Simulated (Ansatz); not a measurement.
MgB:

```xyz
2
Lattice="2.8952 0.0000 0.0000 0.0000 2.8952 0.0000 0.0000 0.0000 2.8952" Properties=species:S:1:pos:R:3 pbc="T T T"
Mg    0.0000    0.0000    0.0000
B     1.4476    1.4476    1.4476
```

The cell was built by a generator and needn't be a form met in nature.

```yaml
Program: Ansatz 0.2.0
Task: relaxation of cell and atoms
Functional: PBEsol0
Potentials_or_basis: Ansatz PAW
Cutoff: "420 eV (not typed: the program's choice for these potentials)"
k_mesh: 5 × 5 × 5
Occupations: fermi-dirac, width 0.05 eV
Spin: no spin polarisation
```

At the start: volume 12.13 Å³/atom.

Task: How do energy, volume and symmetry change on relaxing?

Result: It ends after 4 steps and the volume is 11.85 Å³/atom (-2.4 %); space group Pm-3m (No. 221, to 0.05 Å).

Step by step:
```csv
step,energy change (eV),largest force (eV/Å),volume (Å³)
1,0.0000,0.0000,24.27
2,-0.0043,0.0000,23.77
3,-0.0044,0.0000,23.69
4,-0.0041,0.0000,23.69
```

Final structure:
```
Mg B
1.0
     2.87218    0.00000    0.00000
     0.00000    2.87218    0.00000
     0.00000    0.00000    2.87218
Mg B
1 1
Direct
  0.00000 0.00000 0.00000
  0.50000 0.50000 0.50000
```

Caveat: the k mesh is coarse (spacing up to 0.43 Å⁻¹), so the values aren't converged, least of all with exact exchange; the plane-wave basis is chosen anew once the cell has moved, so the energies of steps on either side of that aren't comparable; the PAW data sets come from PBE, with cores solved anew for the run's functional, which leaves a small shift of forces and pressure.
